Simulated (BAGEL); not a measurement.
# PBE0/def2-SVP (density fitting with qzvpp-jkfit) run of Si2H4O2 (SMILES O1[SiH2]O[SiH2]1)

What is the energy change on altering one bond length of Si2H4O2 at PBE0/def2-SVP (density fitting with qzvpp-jkfit)? 

The calculation is run with BAGEL 1.2.2.

1 further run of the same task is left out (set aside as unsound or not needed).

**1. The structure to begin with**

Si2H4O2: 8 atoms, total charge 0, spin state singlet. As SMILES, `O1[SiH2]O[SiH2]1`. The coordinates come from a GFN2-xTB relaxation.

Bond lengths: O1–Si2 1.671 Å, Si2–O3 1.669 Å, O1–Si4 1.669 Å, O3–Si4 1.671 Å, Si2–H5 1.444 Å, Si2–H6 1.444 Å, Si4–H7 1.444 Å, Si4–H8 1.445 Å. Some angles: O1–Si2–O3 87.8°, Si2–O1–Si4 92.1°, Si2–O3–Si4 92.2°, O1–Si4–O3 87.9°, O1–Si2–H5 110.6°, O1–Si2–H6 110.6°, O3–Si2–H5 110.8°, O3–Si2–H6 110.8°, O1–Si4–H7 110.8°, O1–Si4–H8 110.7°.

**2. The energy at PBE0/def2-SVP (density fitting with qzvpp-jkfit)**

File input.json:

```json
{ "bagel": [

{
  "title": "molecule",
  "basis": "svp",
  "df_basis": "qzvpp-jkfit",
  "angstrom": true,
  "geometry": [
    { "atom": "O", "xyz": [      -0.750250,       0.046050,       0.881630 ] },
    { "atom": "Si", "xyz": [       0.052810,       1.201510,      -0.020110 ] },
    { "atom": "O", "xyz": [       0.749310,      -0.046160,      -0.881770 ] },
    { "atom": "Si", "xyz": [      -0.052010,      -1.201380,       0.020520 ] },
    { "atom": "H", "xyz": [      -0.875460,       1.938150,      -0.845190 ] },
    { "atom": "H", "xyz": [       1.039170,       1.881590,       0.786440 ] },
    { "atom": "H", "xyz": [       0.876100,      -1.938640,       0.845310 ] },
    { "atom": "H", "xyz": [      -1.039660,      -1.881120,      -0.786840 ] }
  ]
},

{
  "title": "ks",
  "xc_func": "pbe0"
},

{
  "title": "print",
  "file": "orbitals.molden",
  "orbitals": true
}

]}
```

On the command line:

```
$ BAGEL_NUM_THREADS=1 BAGEL input.json > input.out
```

Output:

```text
* using 1 threads per process

  ===============================================================
  ===============================================================

  *** Geometry ***

  { "atom" : "O", "xyz" : [     -1.417767,      0.087022,      1.666039 ] },
  { "atom" : "Si", "xyz" : [      0.099796,      2.270525,     -0.038002 ] },
  { "atom" : "O", "xyz" : [      1.415991,     -0.087230,     -1.666304 ] },
  { "atom" : "Si", "xyz" : [     -0.098285,     -2.270279,      0.038777 ] },
  { "atom" : "H", "xyz" : [     -1.654380,      3.662573,     -1.597178 ] },
  { "atom" : "H", "xyz" : [      1.963747,      3.555690,      1.486156 ] },
  { "atom" : "H", "xyz" : [      1.655589,     -3.663499,      1.597404 ] },
  { "atom" : "H", "xyz" : [     -1.964673,     -3.554802,     -1.486912 ] },

  Number of auxiliary basis functions:      482

  Since a DF basis is specified, we compute 2- and 3-index integrals:
    o Being stored without compression. Storage requirement is 0.027 GB

  Number of basis functions:       84
  Number of electrons      :       48

    * METHOD: MOLECULE                             0.27

  *** Kohn-Sham DFT ***

    * Removing 14929 points whose weight is below 1.00e-10
    * Grid points: 104319

  === Nuclear Repulsion ===
   243.1785240210

       - DIIS with orbital gradients will be used.

  === KS iteration (pbe0 / svp) ===
      0       -701.52453019          0.12717209           0.41
      1       -688.27130381          0.10459221           0.36
      2       -705.30686907          0.12855751           0.38
      3       -721.97063270          0.11237275           0.36
      4       -721.74777103          0.11608365           0.35
      5       -726.82859101          0.08417262           0.35
      6       -729.21702204          0.05931518           0.37
      7       -731.10987424          0.01554065           0.35
      8       -731.23673986          0.00285100           0.35
      9       -731.24072519          0.00066733           0.35
     10       -731.24078710          0.00057393           0.36
     11       -731.24094586          0.00002475           0.37
     12       -731.24094620          0.00000684           0.37
     13       -731.24094622          0.00000142           0.38
     14       -731.24094622          0.00000038           0.37
     15       -731.24094622          0.00000028           0.35
     16       -731.24094622          0.00000007           0.35
     17       -731.24094622          0.00000005           0.35
     18       -731.24094622          0.00000001           0.36
    * SCF iteration converged.

    * Permanent dipole moment:
           (   -0.003204,    -0.001057,    -0.000903) a.u.

    * METHOD: KS                                   7.47

    * METHOD: PRINT                                0.02

  ===============================================================
```

It took 8.1 s on 1 thread of Arm Neoverse V1, shared host; peak memory 0.43 GiB.

**3. The distorted shape**

File job.json:

```json
{ "bagel" : [

{
  "title" : "molecule",
  "basis" : "svp",
  "df_basis" : "qzvpp-jkfit",
  "angstrom" : true,
  "geometry" : [
    { "atom" : "O", "xyz" : [       0.434935,       0.861741,       1.850466 ] },
    { "atom" : "Si", "xyz" : [       1.237995,       2.017201,       0.948726 ] },
    { "atom" : "O", "xyz" : [       1.934495,       0.769531,       0.087066 ] },
    { "atom" : "Si", "xyz" : [       1.133175,      -0.385689,       0.989356 ] },
    { "atom" : "H", "xyz" : [       0.309725,       2.753841,       0.123646 ] },
    { "atom" : "H", "xyz" : [       2.224355,       2.697281,       1.755276 ] },
    { "atom" : "H", "xyz" : [       2.061285,      -1.122949,       1.814146 ] },
    { "atom" : "H", "xyz" : [      -1.039660,      -1.881120,      -0.786840 ] }
  ]
},

{
  "title" : "ks",
  "xc_func" : "pbe0"
},

{
  "title" : "print",
  "file" : "orbitals.molden",
  "orbitals" : true
}

]}
```

On the command line:

```
$ BAGEL_NUM_THREADS=1 BAGEL job.json > job.out
```

Output:

```text
* using 1 threads per process

  ===============================================================
  ===============================================================

  *** Geometry ***

  { "atom" : "O", "xyz" : [      0.821908,      1.628454,      3.496874 ] },
  { "atom" : "Si", "xyz" : [      2.339471,      3.811957,      1.792832 ] },
  { "atom" : "O", "xyz" : [      3.655666,      1.454203,      0.164531 ] },
  { "atom" : "Si", "xyz" : [      2.141390,     -0.728847,      1.869612 ] },
  { "atom" : "H", "xyz" : [      0.585295,      5.204005,      0.233657 ] },
  { "atom" : "H", "xyz" : [      4.203422,      5.097122,      3.316991 ] },
  { "atom" : "H", "xyz" : [      3.895264,     -2.122066,      3.428239 ] },
  { "atom" : "H", "xyz" : [     -1.964673,     -3.554802,     -1.486912 ] },

  Number of auxiliary basis functions:      482

  Since a DF basis is specified, we compute 2- and 3-index integrals:
    o Being stored without compression. Storage requirement is 0.027 GB

  Number of basis functions:       84
  Number of electrons      :       48

    * METHOD: MOLECULE                             0.24

  *** Kohn-Sham DFT ***

    * Removing 13951 points whose weight is below 1.00e-10
    * Grid points: 105297

  === Nuclear Repulsion ===
   238.3411748038

       - DIIS with orbital gradients will be used.

  === KS iteration (pbe0 / svp) ===
      0       -701.69508230          0.12630759           0.39
      1       -686.55271930          0.09802340           0.37
      2       -705.36575673          0.13208371           0.38
      3       -718.95646000          0.11109553           0.38
      4       -720.66240284          0.10718323           0.36
      5       -720.95329467          0.10766188           0.36
      6       -720.46567002          0.10869165           0.36
      7       -695.62505451          0.16126361           0.34
      8       -730.98523589          0.01017307           0.35
      9       -730.88504290          0.01018755           0.36
     10       -730.98897706          0.00740936           0.36
     11       -731.07689101          0.00119132           0.38
     12       -731.07779848          0.00038150           0.37
     13       -731.07787998          0.00018511           0.35
     14       -731.07790397          0.00012109           0.37
     15       -731.07791681          0.00005325           0.35
     16       -731.07791936          0.00001046           0.36
     17       -731.07791941          0.00000368           0.36
     18       -731.07791943          0.00000065           0.36
     19       -731.07791943          0.00000030           0.35
     20       -731.07791943          0.00000006           0.35
     21       -731.07791943          0.00000004           0.36
     22       -731.07791943          0.00000001           0.36
    * SCF iteration converged.

    * Permanent dipole moment:
           (   -0.703618,    -0.739156,    -0.558716) a.u.

    * METHOD: KS                                   8.89

    * METHOD: PRINT                                0.02

  ===============================================================
```

It took 9.3 s on 1 thread of Arm Neoverse V1, shared host; peak memory 0.43 GiB.

**4. Results**

At PBE0/def2-SVP (density fitting with qzvpp-jkfit):

```
                                                          quantity          value
                                         first shape: total energy  -731.24095 Eh
                                        first shape: dipole moment         0.01 D
                                          first shape: HOMO energy       -8.50 eV
                                          first shape: LUMO energy       -0.24 eV
                                        first shape: HOMO–LUMO gap        8.27 eV
                                     distorted shape: total energy  -731.07792 Eh
                                    distorted shape: dipole moment         2.96 D
                                      distorted shape: HOMO energy       -6.54 eV
                                      distorted shape: LUMO energy       -3.64 eV
                                    distorted shape: HOMO–LUMO gap        2.91 eV
energy change with the Si4–H8 bond stretched from 1.445 to 3.180 Å       4.436 eV
```

In words: One bond (distorted shape) is far stretched, which a spin-restricted single reference describes badly; a broken-symmetry solution may lie lower. With the Si4–H8 bond stretched from 1.445 to 3.180 Å the energy rises by 4.44 eV (102 kcal/mol). The first shape isn't relaxed at this level, so the change isn't measured from a minimum. A restricted reference can't describe the breaking bond well at this length.
